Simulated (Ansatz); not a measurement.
**Sn3Te under changes of volume**

One of the cells (29.205 Å³/atom); the others are scaled copies at fixed shape and fractional positions:

```
Te Sn
1.0
    -2.30090    2.30090    5.51649
     2.30090   -2.30090    5.51649
     2.30090    2.30090   -5.51649
Te Sn
1 3
Direct
  0.00000 0.00000 0.00000
  0.50000 0.50000 0.00000
  0.25000 0.75000 0.50000
  0.75000 0.25000 0.50000
```

The cell comes from a database or a generator and needn't be the stable form of this composition.

| Item | Value |
| --- | --- |
| Program | Ansatz 0.2.0 |
| Functional | LDA |
| Potentials or basis | Ansatz PAW |
| Cutoff | 420 eV (not typed: the program's choice for these potentials) |
| k mesh | 8 × 8 × 8 |
| Occupations | fermi-dirac, width 0.05 eV |
| Spin | no spin polarisation |

```tsv
volume (Å³/atom)	energy over the lowest point (meV/atom)	pressure (GPa)
27.453	0.00	-1.5
28.037	7.46	-2.5
28.621	18.34	-3.4
29.205	?	?
29.789	48.76	-4.8
30.373	67.62	-5.4
30.958	88.52	-6.0
```

**Question.** What does the run at 29.205 Å³/atom give?

**Answer.** Energy over the lowest point 32.23 meV/atom; pressure -4.2 GPa.

Worked out: A Birch-Murnaghan fit of order 3 (a polynomial in V^(-2/3)) to the other rows has its minimum at 26.68 Å³/atom, just outside them, with B0 = V·E''(V) = 58 GPa and B' = 4.9 at fixed shape and positions, which overstates the stiffness. It gives 32.23 meV/atom at 29.205 Å³/atom, against the run's 32.23, and -dE/dV = -4.2 GPa, against -4.2.

Energies are extrapolated to zero smearing.

Caveats: the PAW data sets come from PBE, with cores solved anew for the run's functional, which leaves a small shift of forces and pressure.
